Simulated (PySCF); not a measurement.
# SnMe(SiH3)3: geometry, NMR shifts and electronic excitations

Aim: predict the NMR shifts and electronic excitations of SnMe(SiH3)3 (`[CH3][Sn]([SiH3])([SiH3])[SiH3]`).

Programs: PySCF 2.14.0, with density-fitted response routines of our own. Each step states its level of theory. These are calculated values for one molecule in the gas phase, unless marked as measured. Atoms are numbered from 0 throughout.

## 1. Starting geometry

17 atoms, charge 0, multiplicity 1; geometry from: GFN2-xTB. The atoms were then displaced at random by about 0.03 Å, so the start is not that level's minimum.

Bonds of the start (Å): Sn0–C1 2.20, Sn0–Si5 2.49, Sn0–Si9 2.64, Sn0–Si13 2.54, C1–H2 1.12, C1–H3 1.16, C1–H4 1.08, Si5–H6 1.50, Si5–H7 1.49, Si5–H8 1.40, Si9–H10 1.45, Si9–H11 1.43, Si9–H12 1.52, Si13–H14 1.51, Si13–H15 1.46, Si13–H16 1.40.

## 2. Geometry optimisation at PBE0-D3(BJ)/def2-SVP

Job settings and geometry (Å):

```
{"job": {"xc": "PBE0", "basis": "def2-SVP", "d3": "d3bj", "grid": 1, "maxiter": 40, "shake": 0.03, "kind": "geom"}, "charge": 0, "multiplicity": 1}
Sn     0.058530    -0.067530     0.081020
C     -0.021730    -0.021090     2.274350
H     -1.074990     0.043300     2.646250
H      0.651350     0.839400     2.670710
H      0.437880    -0.934840     2.635830
Si     2.414900     0.007470    -0.732220
H      3.145520    -1.247690    -0.367330
H      3.252940     1.128660    -0.224600
H      2.417740     0.105200    -2.124050
Si    -1.230190     2.112530    -0.669590
H     -0.589030     3.334180    -0.230340
H     -2.589260     2.164110    -0.222630
H     -1.322270     2.158970    -2.188410
Si    -1.251780    -2.090950    -0.714110
H     -0.504130    -3.348180    -0.356520
H     -1.260090    -2.014960    -2.171180
H     -2.563930    -2.169180    -0.246940
```

Launch:

```
> OMP_NUM_THREADS=1 python probes_run.py task.json out
```

One launch serves the whole session: the jobs run in the order shown.

What it wrote:

```text
step   0  E = -1127.36720171  max force = 0.043878
step   1  E = -1127.38484816  max force = 0.006787
step   2  E = -1127.38558691  max force = 0.003498
step   3  E = -1127.38582639  max force = 0.000705
step   4  E = -1127.38584929  max force = 0.000451
step   5  E = -1127.38587642  max force = 0.000481
step   6  E = -1127.38588070  max force = 0.000500
step   7  E = -1127.38588106  max force = 0.000265
optimisation converged
```

It took 4.3 min on 1 thread of AMD EPYC, shared host; peak memory 0.62 GiB.

Relaxation path:

```
step  energy from step 0 (eV)  largest force component (eV/Å)
   0                   0.0000                          2.2563
   1                  -0.4802                          0.3490
   2                  -0.5003                          0.1799
   3                  -0.5068                          0.0363
   4                  -0.5074                          0.0232
   5                  -0.5082                          0.0247
   6                  -0.5083                          0.0257
   7                  -0.5083                          0.0136
```

Close pairs (by a distance rule), those that changed most:

```
    bond  before (Å)  after (Å)  change (Å)
Si13–H16       1.395      1.497      +0.102
  Si5–H8       1.395      1.496      +0.101
 Sn0–Si5       2.494      2.570      +0.076
 Sn0–Si9       2.641      2.571      -0.070
 Si9–H11       1.432      1.496      +0.065
   C1–H3       1.162      1.099      -0.063
 Si9–H10       1.448      1.497      +0.049
Si13–H15       1.459      1.496      +0.037
```

The final coordinates are the input of the step that follows.

```
                         at the end point                value
rotational constants (GHz, main isotopes)  1.159, 1.151, 0.871
                        dipole moment (D)                 0.95
```

## 3. NMR shieldings: PBE0/def2-TZVP+pcSseg-1

Job settings and geometry (Å):

```
{"job": {"kind": "nmr", "xc": "PBE0", "basis": {"default": "pcSseg-1", "Sn": "def2-TZVP"}}, "charge": 0, "multiplicity": 1}
Sn    -0.015517     0.003483     0.143101
C      0.011641    -0.047449     2.307549
H     -1.013341     0.006920     2.699292
H      0.590773     0.804299     2.690468
H      0.479161    -0.981678     2.648563
Si     2.401965     0.006204    -0.729211
H      3.106731    -1.254534    -0.335855
H      3.167248     1.162388    -0.164788
H      2.422702     0.111751    -2.221137
Si    -1.213144     2.118525    -0.695181
H     -0.514994     3.349985    -0.209768
H     -2.627304     2.156584    -0.207136
H     -1.227336     2.138667    -2.190622
Si    -1.215658    -2.075665    -0.777158
H     -0.498344    -3.323126    -0.365636
H     -1.264574    -2.026210    -2.271194
H     -2.618552    -2.150745    -0.261049
```

Method: GIAO PBE0/pcSseg-1 Sn:def2-TZVP NMR shielding, scalar relativity only through core potentials, gas phase.

What it wrote:

```text
coarse grid: 62112 points
cycle   1  E = -1125.6082600383  dE = -3.518e+01  |g| = 2.981e+00  |ddm| = 3.124e+01
cycle   2  E = -1080.4648739665  dE =  4.514e+01  |g| = 1.099e+01  |ddm| = 5.170e+01
cycle   3  E = -1127.6274467983  dE = -4.716e+01  |g| = 2.624e-01  |ddm| = 5.112e+01
cycle   4  E = -1127.6436222792  dE = -1.618e-02  |g| = 1.196e-01  |ddm| = 6.415e-01
cycle   5  E = -1127.6463523200  dE = -2.730e-03  |g| = 4.064e-02  |ddm| = 1.716e-01
cycle   6  E = -1127.6468182778  dE = -4.660e-04  |g| = 1.459e-02  |ddm| = 7.626e-02
cycle   7  E = -1127.6468566161  dE = -3.834e-05  |g| = 4.799e-03  |ddm| = 1.621e-02
cycle   8  E = -1127.6468626200  dE = -6.004e-06  |g| = 1.284e-03  |ddm| = 5.488e-03
final grid: 125496 points
cycle   9  E = -1127.6468710565  dE =  3.160e-07  |g| = 1.710e-03  |ddm| = 3.100e-03
cycle  10  E = -1127.6468702051  dE =  8.514e-07  |g| = 2.479e-03  |ddm| = 3.939e-03
cycle  11  E = -1127.6468718580  dE = -1.653e-06  |g| = 1.351e-04  |ddm| = 2.252e-03
cycle  12  E = -1127.6468718615  dE = -3.555e-09  |g| = 1.755e-05  |ddm| = 1.489e-04
cycle  13  E = -1127.6468718616  dE = -6.526e-11  |g| = 2.347e-06  |ddm| = 2.389e-05
converged SCF energy = -1127.6468718616

GIAO shielding tensors (ppm)
atom      isotropic    diamagn.    paramagn.     s11        s22        s33       span
  0 Sn         nan         nan         nan        nan        nan        nan        nan
  1 C      193.709     251.649     -57.940    193.385    193.681    194.060      0.675
  2 H       30.851      30.148       0.702     24.472     27.841     40.238     15.766
  3 H       30.861      30.213       0.648     24.479     27.909     40.196     15.717
  4 H       30.854      30.227       0.627     24.479     27.923     40.161     15.681
  5 Si     455.918     881.300    -425.382    447.000    447.804    472.949     25.950
  6 H       27.609      29.302      -1.693     23.509     25.283     34.036     10.527
  7 H       27.614      29.291      -1.677     23.552     25.226     34.064     10.512
  8 H       27.678      29.343      -1.665     23.673     25.326     34.034     10.361
  9 Si     455.858     881.251    -425.392    447.066    448.327    472.182     25.116
 10 H       27.595      29.253      -1.658     23.503     25.248     34.034     10.531
 11 H       27.597      29.248      -1.650     23.515     25.224     34.053     10.538
 12 H       27.671      29.342      -1.671     23.653     25.356     34.003     10.350
 13 Si     455.869     881.270    -425.400    446.803    448.361    472.445     25.642
 14 H       27.606      29.289      -1.683     23.506     25.276     34.038     10.532
 15 H       27.673      29.340      -1.667     23.664     25.346     34.010     10.346
 16 H       27.596      29.254      -1.658     23.523     25.212     34.054     10.531
```

Wall time 1.7 min (1 thread of AMD EPYC, shared host); peak memory 1.2 GiB.

The references, computed at this level on geometries of the same kind, shield at (ppm): 1H TMS 31.27, 13C TMS 184.4, 29Si TMS 352.0. Their shielding less the atom's gives the shift. The references are single molecules in the gas phase. Atoms listed in one row are averaged.

```
                          atoms                         environment  σ (ppm)  δ (ppm)
                             C1            carbon bonded to Sn, 3 H    193.7     -9.3
H6, H7, H8, H10, H11 and 4 more  hydrogen on a silicon bonded to Sn    27.63     3.64
                     H2, H3, H4   hydrogen on a carbon bonded to Sn    30.86     0.41
                 Si5, Si9, Si13           silicon bonded to Sn, 3 H    455.9   -103.9
```

Atoms past Kr carry core potentials, so their printed shieldings have no meaning and are left out of the table.

Charges from the same density, by scheme (e):

```
         atoms  Mulliken  ESP fit
           Sn0     -0.21     0.28
            C1     -0.49    -0.51
Si5, Si9, Si13      0.27     0.11
```

Mayer bond orders: Sn0–C1 1.06, Sn0–Si5 0.88, Sn0–Si9 0.88, Sn0–Si13 0.88.

With diffuse functions Mulliken charges and Mayer bond orders lose their meaning; the other schemes are steadier.

Orbitals, density, ELF and potential are computed afterwards from the orbital file.

Frontier orbitals at PBE0/def2-TZVP+pcSseg-1, with the share of their density that lies nearest to each atom:

```
orbital  energy (eV)                                  lies on
   HOMO        -7.49            Sn0 29 %; Si5 24 %; Si13 16 %
   LUMO        -0.42  Sn0 20 %; Si5, Si9, Si13 about 7 % each
```

ELF in a plane through or near 8 of the atoms.

Values, 10 rows by 14 columns:
```
0.00 0.00 0.00 0.00 0.00 0.00 0.00 0.00 0.00 0.00 0.00 0.00 0.00 0.00
0.00 0.00 0.00 0.00 0.00 0.02 0.53 0.80 0.09 0.00 0.00 0.00 0.00 0.00
0.00 0.00 0.00 0.59 0.88 0.30 0.99 1.00 0.90 0.00 0.00 0.00 0.00 0.00
0.00 0.00 0.03 0.99 1.00 0.46 0.40 0.51 0.06 0.00 0.24 0.46 0.01 0.00
0.00 0.00 0.00 0.01 0.05 0.51 0.65 0.28 0.46 0.43 0.99 1.00 0.79 0.00
0.00 0.00 0.02 0.21 0.10 0.54 0.22 0.50 0.72 0.24 0.31 0.52 0.08 0.00
0.00 0.00 0.90 1.00 0.97 0.48 0.67 0.44 0.23 0.68 1.00 0.99 0.13 0.00
0.00 0.00 0.20 0.75 0.45 0.80 0.97 0.18 0.00 0.18 0.96 0.75 0.01 0.00
0.00 0.00 0.00 0.00 0.11 0.97 0.99 0.36 0.00 0.00 0.00 0.00 0.00 0.00
0.00 0.00 0.00 0.00 0.00 0.00 0.00 0.00 0.00 0.00 0.00 0.00 0.00 0.00
```
The map spans 11.8 Å across and 11.9 Å up, centred on the molecule. Atoms in the plane (x, y in Å): H6 (-2.3, 2.4), H7 (-0.1, 3.4), Si9 (2.4, -0.4), H10 (3.3, 0.7), H11 (3.0, -1.7), Si13 (-1.5, -1.9), H14 (-2.9, -1.7), H16 (-1.0, -3.2).

log10 of the density (e/Å³) in the same plane.

Ten even steps from '0' (-4.0) to '9' (1.4):
```
0000000000000000000000000000
0000000000111211100000000000
0000001112233433210000000000
0000012233445554321000000000
0000123455566775431000000000
0001234677667765432111110000
0001234677788665433333322100
0000134556667665444455543210
0000012344566766555677654210
0000112334567887666677654210
0001233445567887668986543210
0012345566666666666776543210
0012456777876655556677543210
0012356667976544344566542100
0002344556776543223444332100
0000123345676542111222110000
0000012234555432100000000000
0000000122333221000000000000
0000000001111100000000000000
0000000000000000000000000000
```
The map spans 11.8 Å across and 11.9 Å up, centred on the molecule. Atoms in the plane (x, y in Å): H6 (-2.3, 2.4), H7 (-0.1, 3.4), Si9 (2.4, -0.4), H10 (3.3, 0.7), H11 (3.0, -1.7), Si13 (-1.5, -1.9), H14 (-2.9, -1.7), H16 (-1.0, -3.2).

On the surface of density 0.002 e/bohr³ the electrostatic potential runs, from the 1st to the 99th percentile, from 0.00 to 0.91 V.

## 4. Ultraviolet spectrum: CAM-B3LYP/def2-SVPD

Same as in step 3 but for these lines:

```diff
@@ -1,2 +1,2 @@
-{"job": {"kind": "nmr", "xc": "PBE0", "basis": {"default": "pcSseg-1", "Sn": "def2-TZVP"}}, "charge": 0, "multiplicity": 1}
+{"job": {"kind": "uv", "xc": "CAM-B3LYP", "basis": "def2-SVPD", "ip": false, "nstates": 10}, "charge": 0, "multiplicity": 1}
 Sn    -0.015517     0.003483     0.143101
```

Level: TDDFT CAM-B3LYP/def2-SVPD, vertical, gas phase, core orbitals frozen in the response.

What it wrote:

```text
coarse grid: 62112 points
cycle   1  E = -1125.6409825082  dE = -2.157e+01  |g| = 2.869e+00  |ddm| = 1.287e+01
cycle   2  E = -1096.9824815949  dE =  2.866e+01  |g| = 1.196e+01  |ddm| = 2.801e+02
cycle   3  E = -1127.6015911669  dE = -3.062e+01  |g| = 7.020e-01  |ddm| = 2.803e+02
cycle   4  E = -1127.7505670007  dE = -1.490e-01  |g| = 7.313e-02  |ddm| = 1.346e+00
cycle   5  E = -1127.7524142221  dE = -1.847e-03  |g| = 2.875e-02  |ddm| = 2.423e-01
cycle   6  E = -1127.7527069377  dE = -2.927e-04  |g| = 1.201e-02  |ddm| = 6.101e-02
cycle   7  E = -1127.7527479536  dE = -4.102e-05  |g| = 3.101e-03  |ddm| = 1.989e-02
cycle   8  E = -1127.7527518887  dE = -3.935e-06  |g| = 3.481e-04  |ddm| = 8.342e-03
final grid: 125496 points
cycle   9  E = -1127.7527454338  dE = -8.344e-08  |g| = 2.413e-04  |ddm| = 3.216e-03
cycle  10  E = -1127.7527454425  dE = -8.682e-09  |g| = 1.878e-04  |ddm| = 9.543e-04
cycle  11  E = -1127.7527454518  dE = -9.367e-09  |g| = 2.391e-05  |ddm| = 3.665e-04
cycle  12  E = -1127.7527454520  dE = -2.169e-10  |g| = 1.094e-05  |ddm| = 5.410e-05
converged SCF energy = -1127.7527454520

Static polarisability (au): isotropic 154.330, principal 140.552 160.997 161.442

Singlet excitations
state   eV       nm        f      main configurations
  1   6.2066    199.8   0.04195   H->L 0.73
  2   6.2210    199.3   0.03844   H-1->L 0.76
  3   6.2609    198.0   0.00462   H->L+3 0.40, H-1->L+2 0.28, H-1->L+1 0.13
  4   6.5788    188.5   0.01229   H->L+2 0.36, H->L+1 0.28, H-1->L+3 0.19
  5   6.6343    186.9   0.00747   H->L+4 0.36, H->L+1 0.17, H-1->L+2 0.16
  6   6.6494    186.5   0.00087   H-1->L+3 0.43, H-1->L+4 0.34
  7   6.8118    182.0   0.78607   H-1->L+1 0.46, H-1->L 0.09, H-1->L+4 0.09
  8   6.8214    181.8   0.76392   H->L+3 0.33, H-1->L+2 0.17, H->L+2 0.16
  9   6.8768    180.3   0.02500   H->L+4 0.45, H->L+1 0.26, H->L+2 0.09
 10   6.8871    180.0   0.04907   H-1->L+4 0.43, H-1->L+1 0.19, H-1->L+2 0.11

Triplet excitations (Tamm-Dancoff, eV): 5.4857 5.4944 5.6955 5.8528
```

Run time: 2.4 min. Hardware: 1 thread of AMD EPYC, shared host; peak memory 1.2 GiB.

Frontier orbitals and where they lie:

```
orbital      eV                          atoms
 HOMO−3  -11.13  Si5 18 %, Si13 15 %, Si9 13 %
 HOMO−2   -9.30     C1 37 %, Sn0 24 %, Si9 6 %
 HOMO−1   -8.62  Sn0 29 %, Si9 28 %, Si13 14 %
   HOMO   -8.60  Sn0 29 %, Si5 26 %, Si13 18 %
   LUMO    0.49  Sn0 21 %, Si5 13 %, Si13 13 %
 LUMO+1    0.72  Si13 21 %, Si9 20 %, Sn0 15 %
 LUMO+2    0.75   Si5 23 %, Si9 19 %, Sn0 17 %
```

With each of the 10 states as a Gaussian band of 0.4 eV half-width at 1/e, the curve within the window shown has maxima at 182 nm (ε 67,000) L/(mol cm). Beyond the last state computed it falls off for lack of states. The curve at chosen wavelengths:

```json
{"nm": "173", "ε (L/mol/cm)": "28402"}
{"nm": "175", "ε (L/mol/cm)": "39753"}
{"nm": "177", "ε (L/mol/cm)": "50909"}
{"nm": "179", "ε (L/mol/cm)": "60006"}
{"nm": "181", "ε (L/mol/cm)": "65468"}
{"nm": "183", "ε (L/mol/cm)": "66481"}
{"nm": "185", "ε (L/mol/cm)": "63182"}
{"nm": "186", "ε (L/mol/cm)": "60189"}
{"nm": "188", "ε (L/mol/cm)": "52352"}
{"nm": "190", "ε (L/mol/cm)": "43266"}
{"nm": "192", "ε (L/mol/cm)": "34226"}
{"nm": "194", "ε (L/mol/cm)": "26142"}
{"nm": "196", "ε (L/mol/cm)": "19471"}
{"nm": "198", "ε (L/mol/cm)": "14299"}
{"nm": "200", "ε (L/mol/cm)": "10465"}
{"nm": "202", "ε (L/mol/cm)": "7699"}
{"nm": "204", "ε (L/mol/cm)": "5720"}
{"nm": "206", "ε (L/mol/cm)": "4290"}
{"nm": "208", "ε (L/mol/cm)": "3233"}
{"nm": "209", "ε (L/mol/cm)": "2806"}
{"nm": "211", "ε (L/mol/cm)": "2105"}
{"nm": "213", "ε (L/mol/cm)": "1561"}
{"nm": "215", "ε (L/mol/cm)": "1140"}
{"nm": "217", "ε (L/mol/cm)": "817"}
{"nm": "219", "ε (L/mol/cm)": "573"}
{"nm": "221", "ε (L/mol/cm)": "393"}
```

Leading natural transition orbitals of singlet state 7: the hole lies on Sn0 29 %; Si9 23 %; Si13 14 %; the particle on Sn0 17 %; H10, H12, H14 about 9 % each; Si9 10 %.

Leading natural transition orbitals of singlet state 1: the hole lies on Sn0 30 %; Si5, Si13 about 21 % each; H7, H16 about 6 % each; the particle on Sn0 21 %; C1 7 %; H4 7 %.

Ground-state properties from the same run:

```
           property  computed
  dipole moment (D)      0.74
polarisability (Å³)     22.87
 HOMO–LUMO gap (eV)      9.09
      −ε(HOMO) (eV)      8.60
```

## 5. Nuclear shieldings: B3LYP/def2-TZVP+pcSseg-1

Same as in step 4 but for these lines:

```diff
@@ -1,2 +1,2 @@
-{"job": {"kind": "uv", "xc": "CAM-B3LYP", "basis": "def2-SVPD", "ip": false, "nstates": 10}, "charge": 0, "multiplicity": 1}
+{"job": {"kind": "nmr", "xc": "B3LYP", "basis": {"default": "pcSseg-1", "Sn": "def2-TZVP"}, "pop": false}, "charge": 0, "multiplicity": 1}
 Sn    -0.015517     0.003483     0.143101
```

Level: GIAO B3LYP/pcSseg-1 Sn:def2-TZVP NMR shielding, scalar relativity only through core potentials, gas phase.

What it wrote:

```text
coarse grid: 62112 points
cycle   1  E = -1126.0853029774  dE = -3.501e+01  |g| = 3.049e+00  |ddm| = 3.118e+01
cycle   2  E = -1077.2305452876  dE =  4.885e+01  |g| = 9.791e+00  |ddm| = 5.365e+01
cycle   3  E = -1128.1403256527  dE = -5.091e+01  |g| = 5.597e-01  |ddm| = 5.319e+01
cycle   4  E = -1128.2106317563  dE = -7.031e-02  |g| = 1.452e-01  |ddm| = 1.066e+00
cycle   5  E = -1128.2163495266  dE = -5.718e-03  |g| = 6.607e-02  |ddm| = 2.430e-01
cycle   6  E = -1128.2172388404  dE = -8.893e-04  |g| = 1.734e-02  |ddm| = 6.866e-02
cycle   7  E = -1128.2173026578  dE = -6.382e-05  |g| = 7.038e-03  |ddm| = 2.620e-02
cycle   8  E = -1128.2173150342  dE = -1.238e-05  |g| = 2.400e-03  |ddm| = 9.450e-03
cycle   9  E = -1128.2173165058  dE = -1.472e-06  |g| = 2.857e-04  |ddm| = 2.896e-03
final grid: 125496 points
cycle  10  E = -1128.2173320587  dE = -5.533e-08  |g| = 2.663e-04  |ddm| = 1.800e-03
cycle  11  E = -1128.2173320474  dE =  1.125e-08  |g| = 3.336e-04  |ddm| = 6.054e-04
cycle  12  E = -1128.2173320752  dE = -2.780e-08  |g| = 5.041e-05  |ddm| = 3.315e-04
cycle  13  E = -1128.2173320760  dE = -7.528e-10  |g| = 6.202e-06  |ddm| = 6.883e-05
converged SCF energy = -1128.2173320760

GIAO shielding tensors (ppm)
atom      isotropic    diamagn.    paramagn.     s11        s22        s33       span
  0 Sn         nan         nan         nan        nan        nan        nan        nan
  1 C      187.990     251.507     -63.516    187.486    187.999    188.486      0.999
  2 H       30.946      30.377       0.569     24.844     28.059     39.934     15.090
  3 H       30.956      30.446       0.510     24.850     28.124     39.893     15.043
  4 H       30.949      30.463       0.486     24.850     28.138     39.859     15.009
  5 Si     439.995     881.201    -441.207    429.537    430.487    459.960     30.422
  6 H       27.794      29.659      -1.865     23.849     25.516     34.017     10.167
  7 H       27.798      29.643      -1.846     23.890     25.460     34.043     10.153
  8 H       27.859      29.730      -1.871     24.007     25.555     34.014     10.007
  9 Si     439.950     881.149    -441.199    429.743    430.897    459.209     29.465
 10 H       27.779      29.603      -1.825     23.840     25.481     34.015     10.174
 11 H       27.781      29.594      -1.814     23.852     25.457     34.033     10.181
 12 H       27.852      29.725      -1.874     23.988     25.584     33.983      9.995
 13 Si     439.955     881.169    -441.215    429.339    431.059    459.466     30.128
 14 H       27.790      29.644      -1.853     23.845     25.508     34.018     10.173
 15 H       27.854      29.725      -1.871     23.998     25.574     33.990      9.992
 16 H       27.780      29.602      -1.822     23.860     25.446     34.035     10.174
```

Run time: 76 s. Hardware: 1 thread of AMD EPYC, shared host; peak memory 1.2 GiB.

In short: δ C1 -8.8, Si5 -102.1, H6 3.57, H2 0.43 ppm (means over like atoms).

## 6. Run by run: NMR shifts

Shifts (ppm), means over like atoms, with basis size and wall time:

```
                     run    C1    H6    H2     Si5  functions     time
 PBE0/def2-TZVP+pcSseg-1  -9.3  3.64  0.41  -103.9        199  1.7 min
B3LYP/def2-TZVP+pcSseg-1  -8.8  3.57  0.43  -102.1        199     76 s
```

## 7. Results

```
                                                                          quantity                        value
                                              rotational constants (main isotopes)         1.16, 1.15, 0.87 GHz
                                  13C shifts against TMS (PBE0/def2-TZVP+pcSseg-1)                     -9.3 ppm
  1H shifts against TMS (PBE0/def2-TZVP+pcSseg-1, means over atoms taken as alike)               3.64, 0.41 ppm
29Si shifts against TMS (PBE0/def2-TZVP+pcSseg-1, means over atoms taken as alike)                   -103.9 ppm
                                             surface potential, 1st and 99th percentile            0.00 V and 0.91 V
                                              lowest singlet (CAM-B3LYP/def2-SVPD)  6.21 eV (200 nm), f = 0.042
                                          brightest single state of those computed  state 7, 6.81 eV, f = 0.786
                                                                    lowest triplet                      5.49 eV
                                                         range of the shift of Si5         -103.9 to -102.1 ppm
```

**Reading.** The start was shaken at random, so part of the energy gained undoes that. The optimisation took 7 steps and gained 0.508 eV; among the close pairs (by a distance rule), Si13–H16 changed most, from 1.395 to 1.497 Å. At PBE0/def2-TZVP+pcSseg-1: The largest span, 26 ppm, is at Si5, Si9, Si13, where the paramagnetic term is -425 ppm. The lowest singlet, at 6.21 eV, is HOMO→LUMO 0.73 and is weak; of the 10 states computed, the strongest absorption comes from states 7 to 8 together at 6.81 eV. The lowest triplet lies 0.72 eV below the lowest singlet (triplets in Tamm-Dancoff, singlets in full TDDFT). Spin-orbit coupling, left out, mixes singlets and triplets in elements this heavy. In ppm, Si5 (with its like atoms) moves most: its shift spreads over 1.8 ppm, from -103.9 (PBE0/def2-TZVP+pcSseg-1) to -102.1 (B3LYP/def2-TZVP+pcSseg-1). Spin-orbit coupling is left out, which matters for shieldings and couplings at and beside the heavy atoms.
